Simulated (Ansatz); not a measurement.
# BFH6OSi: the cost of one run

All numbers below are computed with Ansatz 0.2.0 (RKS PBE-D4/6-31G*).

**1. The structure to begin with**

Bond lengths: B1–F3 1.320 Å, B1–O4 1.410 Å, O4–H5 1.010 Å, B1–Si6 2.250 Å, Si6–H7 1.460 Å, Si6–H8 1.460 Å, Si6–H9 1.460 Å, Si6–H10 1.594 Å. Angles: F3–B1–O4 120.0°, F3–B1–Si6 96.8°, O4–B1–Si6 101.3°, B1–O4–H5 109.5°, B1–Si6–H7 109.5°, B1–Si6–H8 109.5°, B1–Si6–H9 109.5°, B1–Si6–H10 55.9°, H7–Si6–H8 109.4°, H7–Si6–H9 109.4°, H7–Si6–H10 58.5°, H8–Si6–H9 109.4°, H8–Si6–H10 145.5°, H9–Si6–H10 105.1°.

Structure file:

```xyz
10

B     0.0000    0.0000    0.0000
H     0.0000    0.0000    1.5400
F     1.1431    0.0000   -0.6600
O    -1.2211    0.0000   -0.7050
H    -1.7308   -0.8467   -0.4965
Si    0.1008    2.1328    0.7095
H     0.6771    2.1737    2.0503
H     0.9351    2.9107   -0.2019
H    -1.2441    2.7001    0.7410
H     0.0412    0.8710    1.6809
```

**2. Pulling towards end A**

Springs on the bonds that form and break draw the guess towards this end; the thresholds are loose.

The input, input.yaml:

```yaml
crystal:
  periodic: [false, false, false]
  atoms:
    - { symbol: B, position_ang: [0.0, 0.0, 0.0] }
    - { symbol: H, position_ang: [0.0, 0.0, 1.54] }
    - { symbol: F, position_ang: [1.1431, 0.0, -0.66] }
    - { symbol: O, position_ang: [-1.2211, 0.0, -0.705] }
    - { symbol: H, position_ang: [-1.7308, -0.8467, -0.4965] }
    - { symbol: Si, position_ang: [0.1008, 2.1328, 0.7095] }
    - { symbol: H, position_ang: [0.6771, 2.1737, 2.0503] }
    - { symbol: H, position_ang: [0.9351, 2.9107, -0.2019] }
    - { symbol: H, position_ang: [-1.2441, 2.7001, 0.741] }
    - { symbol: H, position_ang: [0.0412, 0.871, 1.6809] }
basis:
  gaussian: { orbitals: "6-31G*" }
hamiltonian:
  xc: pbe
  dispersion: d4
relax:
  f_tol: 0.15
  max_steps: 25
  restrain:
    - { distance: [0, 5], at: 3.15, k: 30.0 }
    - { distance: [9, 1], at: 1.86, k: 30.0 }
    - { distance: [0, 1], at: 1.19, k: 30.0 }
    - { distance: [9, 5], at: 1.46, k: 30.0 }
```

The run is started by

```console
$ ansatz run input.yaml --threads 1 --pin off --max-ram 2048MiB --backend cpu --events-out ev --progress --plain --runs-dir out
```

Q: Estimate wall time and peak memory on 1 thread of Arm Neoverse V1, shared host.

About 29 s, with a peak of 0.14 GiB.
